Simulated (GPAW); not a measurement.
As2S:

```xyz
6
Lattice="-3.5065 3.5065 2.4859 3.5065 -3.5065 2.4859 3.5065 3.5065 -2.4859" Properties=species:S:1:pos:R:3 pbc="T T T"
As   -1.7532    3.5065    1.8644
As    1.7532    3.5065    1.8644
As    0.0000    1.7532    0.6215
As    0.0000    5.2597    0.6215
S     3.5065    0.0000    1.2430
S     0.0000    0.0000    2.4859
```

The cell comes from a database or a generator and needn't be the stable form of this composition.

| Item | Value |
| --- | --- |
| Program | GPAW 26.7.0 |
| Task | relaxation of cell and atoms |
| Functional | PBEsol |
| Dispersion | D3(BJ) |
| Potentials or basis | PAW data sets generated in the run's folder for this functional |
| Cutoff | 600 eV |
| Basis | pw |
| k mesh | 5 × 5 × 5 |
| Occupations | fermi-dirac, width 0.05 eV |
| Spin | no spin polarisation |

At the start: pressure -5.8 GPa; volume 20.38 Å³/atom.

Question: Where does the relaxation end?

Answer: Over 7 steps the energy falls by 27.9 meV/atom and the volume is 18.95 Å³/atom (-7.0 %); space group I4_1/amd (No. 141, to 0.05 Å).

The path:
```
step  energy change (eV)  largest force (eV/Å)  pressure (GPa)  volume (Å³)
   1              0.0000                0.0000           -5.78       122.26
   2             -0.0222                0.0000           -5.41       121.62
   3             -0.1597                0.0001            0.58       113.12
   4             -0.1613                0.0001           -0.01       113.82
   5             -0.1616                0.0001           -0.04       113.85
   6             -0.1670                0.0002           -0.28       113.95
   7             -0.1675                0.0002           -0.12       113.70
```

Final structure:
```
As S
1.0
    -3.40067    3.40067    2.45797
     3.40067   -3.40067    2.45797
     3.40067    3.40067   -2.45797
As S
4 2
Direct
  0.87500 0.12500 0.25000
  0.87500 0.62500 0.75000
  0.37500 0.12500 0.25000
  0.87500 0.12500 0.75000
  0.25000 0.75000 0.50000
  0.50000 0.50000 0.00000
```

Caveat: later steps reuse the first step's grids; pairwise dispersion overbinds metals, which lowers pressure and volume.
